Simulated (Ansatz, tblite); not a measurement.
# Br4H6P2Ti: chosen isomers compared, part 2 of 2

Aim: relax some chosen isomers of Br4H6P2Ti, and see how the levels of theory order them.

Ansatz 0.2.0, Gaussian basis; relaxed with PBE-D4/def2-SVP, singlet. The steps go on from the part before.

## 13. Candidate B, PBE0-D4/def2-SVP

in.yaml reads:

```yaml
crystal:
  periodic: [false, false, false]
  atoms:
    - {symbol: Br, position_ang: [2.402811, -0.004071, 0.356501]}
    - {symbol: Br, position_ang: [-2.450806, -0.006971, 0.127746]}
    - {symbol: Br, position_ang: [0.016018, 2.400722, -0.311201]}
    - {symbol: Br, position_ang: [0.007949, -2.454453, -0.171234]}
    - {symbol: P, position_ang: [-0.004871, -0.033809, 2.597384]}
    - {symbol: P, position_ang: [-0.028048, 0.015796, -2.597710]}
    - {symbol: Ti, position_ang: [-0.023288, -0.029519, -0.000515]}
    - {symbol: H, position_ang: [0.520135, 1.132111, 3.233920]}
    - {symbol: H, position_ang: [0.803958, -1.020529, 3.238404]}
    - {symbol: H, position_ang: [-1.206223, -0.184174, 3.359561]}
    - {symbol: H, position_ang: [1.180232, 0.439429, -3.232226]}
    - {symbol: H, position_ang: [-0.938738, 0.910928, -3.236306]}
    - {symbol: H, position_ang: [-0.279128, -1.165464, -3.364322]}
basis:
  gaussian: {orbitals: def2-SVP, initial_orbitals: start.molden}
hamiltonian: {xc: pbe0, dispersion: d4}
scf: {omitted_lower_state_checks: [starts]}
output: {orbitals: {seedname: orbitals}}
```

Command:

```sh
$ ansatz run in.yaml --threads 4 --pin off --events-out ev --progress --plain --max-ram 4787MiB
```

Standard output:

```text
Functional definition: PBE0
  name "PBE0"
  cite "Adamo & Barone, J. Chem. Phys. 110, 6158 (1999) doi:10.1063/1.478522"
  cite "Perdew, Burke & Ernzerhof, Phys. Rev. Lett. 77, 3865 (1996) doi:10.1103/PhysRevLett.77.3865"
  parent pbe
  parameter a = 0.25
  parameter kappa = 0.804
  parameter beta = 0.06672455060314922
  exchange = (1 - a)*pbe_x(kappa = kappa, mu = beta*pi^2/3) + a*exact_x
  correlation = pbe_c(beta = beta)
these checks for a lower state are left out or cut short: starts
2214 factors; integrals over basis functions are off by at most 7.7e-4 eV
mean field evaluation 1: about -321894.2884 eV, gradient 9.9e0 eV
mean field evaluation 2: about -321894.4659 eV, gradient 1.7e-1 eV
mean field evaluation 4: about -321894.6523 eV, gradient 1.3e-3 eV
mean field -321894.65228965 eV, -11829.4102836127 hartree, gradient 3.1e-5 eV, S^2 0.000000; 0 other end points of the search recorded, 0 dependent functions left out
reference -321894.65234549 eV, -11829.4102856650 hartree; 99, 99 occupied and 126, 126 virtual orbitals, 2214 factors
Total energy: -321895.24038634 eV, -11829.4318957674 hartree
Checks for a lower state left out: starts
```

Wall time 9 s (4 threads of Arm Neoverse V2, shared host); peak memory 0.98 GiB.

HOMO -6.99 eV, LUMO -3.55 eV.

## 14. Candidate B, HF/STO-3G

Edit in.yaml of step 13 so:

```diff
@@ -17,4 +17,4 @@
 basis:
-  gaussian: {orbitals: def2-SVP, initial_orbitals: start.molden}
-hamiltonian: {xc: pbe0, dispersion: d4}
+  gaussian: {orbitals: STO-3G}
+hamiltonian: {xc: hf}
 scf: {omitted_lower_state_checks: [starts]}
```

The command is unchanged.

Standard output:

```text
Functional definition: HF
  name "HF"
  cite "Fock, Z. Phys. 61, 126 (1930) doi:10.1007/BF01340294"
  parent pbe
  exchange = exact_x
  correlation = 0
these checks for a lower state are left out or cut short: starts
1264 factors; integrals over basis functions are off by at most 3.9e-5 eV
mean field evaluation 1: about -318262.1688 eV, gradient 4.0e1 eV
mean field evaluation 2: about -318262.2204 eV, gradient 4.0e1 eV
mean field evaluation 4: about -318269.4091 eV, gradient 2.7e0 eV
mean field evaluation 8: about -318269.4562 eV, gradient 1.6e-2 eV
mean field -318269.45616033 eV, -11696.1867831064 hartree, gradient 1.4e-5 eV, S^2 0.000000; 0 other end points of the search recorded, 0 dependent functions left out
reference -318269.45616033 eV, -11696.1867831064 hartree; 99, 99 occupied and 15, 15 virtual orbitals, 1264 factors
Total energy: -318269.45616033 eV, -11696.1867831064 hartree
Checks for a lower state left out: starts
```

Run time: 1.5 s. Hardware: 4 threads of Arm Neoverse V2, shared host.

HOMO -6.79 eV, LUMO 5.64 eV.

## 15. Candidate B, MP2/def2-SVP

Edit in.yaml of step 14 so:

```diff
@@ -17,4 +17,4 @@
 basis:
-  gaussian: {orbitals: STO-3G}
-hamiltonian: {xc: hf}
+  gaussian: {orbitals: def2-SVP, initial_orbitals: start.molden}
+correlation: {method: mp2}
 scf: {omitted_lower_state_checks: [starts]}
```

Same command.

Standard output:

```text
Functional definition: HF
  name "HF"
  cite "Fock, Z. Phys. 61, 126 (1930) doi:10.1007/BF01340294"
  parent pbe
  exchange = exact_x
  correlation = 0
these checks for a lower state are left out or cut short: starts
2214 factors; integrals over basis functions are off by at most 7.7e-4 eV
mean field evaluation 1: about -321681.5554 eV, gradient 3.2e1 eV
mean field evaluation 2: about -321683.3084 eV, gradient 2.6e0 eV
mean field evaluation 4: about -321683.5213 eV, gradient 5.5e-1 eV
mean field evaluation 8: about -321683.5223 eV, gradient 1.5e-5 eV
mean field -321683.52226819 eV, -11821.6513984330 hartree, gradient 1.6e-6 eV, S^2 0.000000; 0 other end points of the search recorded, 0 dependent functions left out
51 core orbitals not correlated: weight in the atoms' cores, before any rotation towards them, 1.000 or more for the frozen orbitals, at most 0.000 for the correlated occupied ones
reference -321683.52226819 eV, -11821.6513984330 hartree; 48, 48 occupied and 126, 126 virtual orbitals, 2214 factors
second order -42.24855388 eV of doubles, -0.00000000 eV of singles
Total energy: -321725.77082207 eV, -11823.2040041510 hartree
Checks for a lower state left out: starts
```

Wall time 11 s (4 threads of Arm Neoverse V2, shared host); peak memory 1 GiB.

From the report: Hartree-Fock HOMO -9.73 eV, LUMO 0.11 eV.

## 16. Candidate B, RPA/def2-SVP

Edit in.yaml of step 15 so:

```diff
@@ -18,4 +18,4 @@
   gaussian: {orbitals: def2-SVP, initial_orbitals: start.molden}
-correlation: {method: mp2}
+hamiltonian: {xc: pbe}
+correlation: {method: rpa}
 scf: {omitted_lower_state_checks: [starts]}
-output: {orbitals: {seedname: orbitals}}
```

The command is unchanged.

Standard output (excerpt; [...] marks lines left out):

```text
Functional definition: PBE
  name "PBE"
  cite "Perdew, Burke & Ernzerhof, Phys. Rev. Lett. 77, 3865 (1996) doi:10.1103/PhysRevLett.77.3865"
  parent pbe
[...]
2214 factors; integrals over basis functions are off by at most 7.7e-4 eV
[...]
mean field -321883.09134481 eV, -11828.9854267264 hartree, gradient 2.2e-6 eV, S^2 0.000000; 0 other end points of the search recorded, 0 dependent functions left out
51 core orbitals not correlated: weight in the atoms' cores, before any rotation towards them, 1.000 or more for the frozen orbitals, at most 0.000 for the correlated occupied ones
reference -321679.68718740 eV, -11821.5104618136 hartree; 48, 48 occupied and 126, 126 virtual orbitals, 2214 factors
Total energy: -321743.95729307 eV, -11823.8723446332 hartree
Checks for a lower state left out: starts
```

Run time: 14 s. Hardware: 4 threads of Arm Neoverse V2, shared host; peak memory 0.77 GiB.

## 17. B against A

The energies of A at these levels come from its own runs, whose logs aren't repeated here.

```csv
level,B above A (kJ/mol),time
GFN1-xTB,+39.9,0.033 s
GFN2-xTB,+15.0,0.024 s
HF/STO-3G,+2.4,3 s
HF/def2-SVP,+18.2,
PBE-D4/def2-SVP,+36.9,8.7 s
PBE-D4/def2-TZVP,+34.1,21 s
r2SCAN-D4/def2-TZVP,+32.4,38 s
B97M-V/def2-TZVP,+32.4,89 s
PBE0-D4/def2-SVP,+35.9,18 s
PBE0-D4/def2-TZVP,+33.7,43 s
RPA/def2-SVP,+23.4,28 s
MP2/def2-SVP,+38.6,21 s
```

Times add the two runs; a level without a time comes out of a correlated run.

## 18. What came out

This closing draws on all 2 parts.

```
                                                         quantity                 value
B above A, range of the levels free of doubt, tight binding aside  +2.4 to +38.6 kJ/mol
                                          levels that put B lower                  none
```

What this shows: All levels free of doubt put A (C2v) below B (C1), by 2.4 to 39.9 kJ/mol. Only these isomers were run, one conformer each; others of the formula can lie lower. Only singlets are compared; another spin may lie lower and prefer another shape.
